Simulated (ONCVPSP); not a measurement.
# An ONCV potential for fluorine, from input to tests

Task: generate the file, and judge it by its errors in other configurations, its logarithmic derivatives, its ghosts and its cutoff.

Method: ONCVPSP 4.0.1.1 (patched build), LDA (Perdew-Wang 92), scalar-relativistic.

### 1 Settings

The settings as typed:

| Item | Value |
| --- | --- |
| element | fluorine (F, Z = 9) |
| type | optimised norm-conserving Vanderbilt (ONCV) |
| frozen core | [He] |
| valence charge | 7 |
| reference configuration | 2s1 2p6 |
| partial waves | 2s: rc 0.65 bohr, ncon 4, nbas 7, qcut 8.3 1/bohr, 1 projector; 2p: rc 1.40 bohr, ncon 4, nbas 8, qcut 7.8 1/bohr, 2 projectors, debl 4 Ha |
| local potential | polynomial inside 0.45 bohr (lpopt 5, dvloc0 0 Ha) |
| core correction | not asked for |

The outer shells as boxes (Hund's rule for the drawing; the calculation is spin-unpolarised):

```
[He] core
2s [↑ ]
2p [↑↓][↑↓][↑↓]
```

The nodes and maxima of the atom's own shells, from an earlier all-electron run, set the scale for the radii.

All-electron outer shells of the reference configuration (LDA (PZ), scalar-relativistic, ld1.x):

```csv
shell,level (eV),outermost node (bohr),outermost maximum (bohr)
1s,-659.49,–,0.12
2s,-30.13,0.24,0.77
2p,-11.70,–,0.71
```

### 2 The generation run

F.dat

```
# ATOM AND REFERENCE CONFIGURATION
# atsym  z   nc   nv     iexc    psfile
  F 9.00    1    2  -001012      upf
#
#   n    l    f
    1    0    2.00
    2    0    1.00
    2    1    6.00
#
# PSEUDOPOTENTIAL AND OPTIMIZATION
# lmax
    1
#
#   l,   rc,      ep,       ncon, nbas, qcut
    0    0.65    0.00    4    7    8.30
    1    1.40    0.00    4    8    7.80
#
# LOCAL POTENTIAL
# lloc, lpopt,  rc(5),   dvloc0
    4    5    0.45    0.00
#
# VANDERBILT-KLEINMAN-BYLANDER PROJECTORs
# l, nproj, debl
    0    1    0.30
    1    2    4.00
#
# MODEL CORE CHARGE
# icmod, fcfact, rcfact
    0    0.00    0.00
#
# LOG DERIVATIVE ANALYSIS
# epsh1, epsh2, depsh
   -3.00    5.00    0.02
#
# OUTPUT GRID
# rlmax, drl
    6.00    0.01
#
# TEST CONFIGURATIONS
# ncnf
    4
# nvcnf
#   n    l    f
    2
    2    0    2.00
    2    1    5.00
#
    2
    2    0    2.00
    2    1    4.00
#
    2
    2    0    2.00
    2    1    3.00
#
    2
    2    0    2.00
    2    1    4.50
#
```

On the command line:

```sh
$ oncvpsp.x < F.dat > F.out
```

Q: Predict the outcome of this session. Wanted: cutoffs for 1 and 0.1 mHa per electron, occupied waves; bound ghosts; GHOST(+) flags; largest test error; largest phase difference near zero energy, channels read.

As calculated:

```
                                                quantity                  value
  cutoffs for 1 and 0.1 mHa per electron, occupied waves      180 Ha and 261 Ha
                                            bound ghosts             none found
                                          GHOST(+) flags     none at low energy
                            largest test error (AE − PS)  +765 meV, for 2s2 2p3
largest phase difference near zero energy, channels read              0.003 rad
```

In words: The worst unpolarised test, 2s2 2p3, is off by 765 meV on 39.7 eV; by total energies transferability rates as poor. The potential is very hard: the looser tolerance needs 180 Ha. The 2s wave sets it; 2p needs 28 Ha. It is free of bound ghosts as far as tested. Near zero energy the phases of the channels with partial waves agree within 0.003 rad. All of this concerns the isolated atom, not yet a solid.
